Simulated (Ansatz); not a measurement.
# H2Br (doublet): wave-function methods side by side at distance H1–H2 along a hydrogen transfer = 1.004 Å, cc-pVTZ

Aim: climb from Hartree-Fock through coupled cluster and multireference methods for H2Br (doublet) at one geometry and basis, and see what each rung misses.

Computed with Ansatz 0.2.0, Gaussian basis. Level: cc-pVTZ, core rule «outside noble gas», up to 14 orbitals frozen.

The runs, in order: UHF; CCSD(T) on ROHF; CCSD(T) on UHF; BCCD(T) on ROHF; CISD; CCSDT(Q) on ROHF; CCSDT(Q) on UHF; CASSCF and NEVPT2, 3 electrons in 3 orbitals; CASSCF and MRCISD+Q, 9 electrons in 6 orbitals; CASSCF and NEVPT2, 9 electrons in 6 orbitals.

7 further runs of the same task are left out: 1 for a mislabelled method, 4 that didn't finish, 2 set aside as unsound or not needed.

## 1. The system

The geometry derives from fragments relaxed apart (PBE0/def2-TZVP) and kept rigid, so it is no stationary point. A hydrogen atom is moved between rigid fragments. No spin-orbit coupling is included. The filled d shell of Br may be among the frozen orbitals whatever the setting's name suggests; the logs give the count.

3 atoms, charge 0, spin multiplicity 2.

Atoms are counted from 1 here; the program's logs count them from 0.

No contacts short enough for the rule that draws bonds.

## 2. UHF

in.yaml reads:

```yaml
crystal:
  periodic: [false, false, false]
  atoms:
    - {symbol: H, position_ang: [0.000000, 0.000000, -1.294333]}
    - {symbol: H, position_ang: [0.000000, 0.000000, -0.290333]}
    - {symbol: Br, position_ang: [0.000000, 0.000000, 1.584667]}
basis:
  gaussian: {orbitals: cc-pVTZ}
magnetization: {spin_polarized: true, initial_magnetization: 1}
hamiltonian: {xc: hf}
output: {orbitals: {seedname: orbitals}}
```

The run is started by

```console
$ ansatz run in.yaml --threads 1 --pin off --events-out ev --progress --plain --max-ram 2393MiB
```

After this run come: CCSD(T) on ROHF; CCSD(T) on UHF; BCCD(T) on ROHF; CISD; CCSDT(Q) on ROHF; CCSDT(Q) on UHF; CASSCF and NEVPT2, 3 electrons in 3 orbitals; CASSCF and MRCISD+Q, 9 electrons in 6 orbitals; CASSCF and NEVPT2, 9 electrons in 6 orbitals.

Before running them: what should the planned runs give, taken together? Wanted: UCCSDT(Q) below the RHF energy; RMP2 from UCCSDT(Q); UMP2 from UCCSDT(Q); RCCSD from UCCSDT(Q); RCCSD(T) from UCCSDT(Q); UCCSD(T) from UCCSDT(Q); RCCSDT(Q) from UCCSDT(Q); NEVPT2 pair from UCCSDT(Q); NEVPT2 valence from UCCSDT(Q).

**Answer**, as computed:

```
                         quantity                                                   value
   UCCSDT(Q) below the RHF energy                                              -6.0487 eV
              RMP2 from UCCSDT(Q)                                              +964.4 meV
              UMP2 from UCCSDT(Q)                                              +986.9 meV
             RCCSD from UCCSDT(Q)                                              +202.6 meV
          RCCSD(T) from UCCSDT(Q)                                               +26.6 meV
          UCCSD(T) from UCCSDT(Q)                                               +26.0 meV
         RCCSDT(Q) from UCCSDT(Q)                                                +1.8 meV
       NEVPT2 pair from UCCSDT(Q)                                              +809.5 meV
    NEVPT2 valence from UCCSDT(Q)                                             +1265.2 meV
  MRCISD+Q valence from UCCSDT(Q)                                               +63.9 meV
levels within 1 kcal/mol (43 meV)  RCCSD(T), UCCSD(T), BCCD(T), RCCSDT, UCCSDT, RCCSDT(Q)
                    T1 diagnostic                                                   0.029
   effectively unpaired electrons                                                    1.02
```

**Reading.** RCCSD(T) lands +26.6 meV from the yardstick (0.4 % of the correlation energy). One determinant dominates. Of the multireference levels listed MRCISD+Q valence comes nearest in total energy (+63.9 meV), which doesn't show that its space is the better one. These misses are within one basis, not against nature; the frozen cores of restricted and unrestricted runs differ, which can shift their rows.
